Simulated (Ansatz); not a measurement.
The system is Te4Pt3.

```xyz
7
Lattice="1.9940 1.1512 11.7967 -1.9940 1.1512 11.7967 0.0000 -2.3025 11.7967" Properties=species:S:1:pos:R:3 pbc="T T T"
Pt    0.0000    0.0000   30.2231
Pt    0.0000    0.0000    5.1669
Pt    0.0000    0.0000    0.0000
Te    0.0000    0.0000   24.9500
Te    0.0000    0.0000   10.4401
Te    0.0000    0.0000   19.7122
Te    0.0000    0.0000   15.6778
```

| Quantity | Value |
| --- | --- |
| Program | Ansatz 0.2.0 |
| Task | relaxation of cell and atoms |
| Functional | r2SCAN |
| Potentials or basis | Ansatz PAW |
| Cutoff | 500 eV (not typed: the program's choice for these potentials) |
| k mesh | 8 × 8 × 8 |
| Occupations | fermi-dirac, width 0.05 eV |
| Spin | no spin polarisation |

At the start: volume 23.21 Å³/atom.

**Question.** Where does the relaxation end?

**Answer.** It ends after 7 steps and the volume is 24.51 Å³/atom (+5.6 %); space group R-3m (No. 166, to 0.05 Å).

The path:
```csv
step,energy change (eV),largest force (eV/Å),volume (Å³)
1,0.0000,0.6558,162.48
2,-0.0614,0.4817,171.34
3,-0.1134,0.0739,170.63
4,-0.1167,0.0866,170.23
5,-0.1198,0.0209,171.28
6,-0.1199,0.0015,171.55
7,-0.1223,0.0017,171.55
```

Final structure:
```xyz
7
Lattice="2.0023 1.1560 12.3525 -2.0023 1.1560 12.3525 0.0000 -2.3120 12.3525" Properties=species:S:1:pos:R:3 pbc="T T T"
Pt    0.0000    0.0000   31.6200
Pt    0.0000    0.0000    5.4374
Pt    0.0000    0.0000    0.0000
Te    0.0000    0.0000   26.0887
Te    0.0000    0.0000   10.9687
Te    0.0000    0.0000   20.4883
Te    0.0000    0.0000   16.5692
```

Caveat: the plane-wave basis is chosen anew once the cell has moved, so the energies of steps on either side of that aren't comparable; the PAW data sets come from PBE, with cores solved anew for the run's functional, which leaves a small shift of forces and pressure.
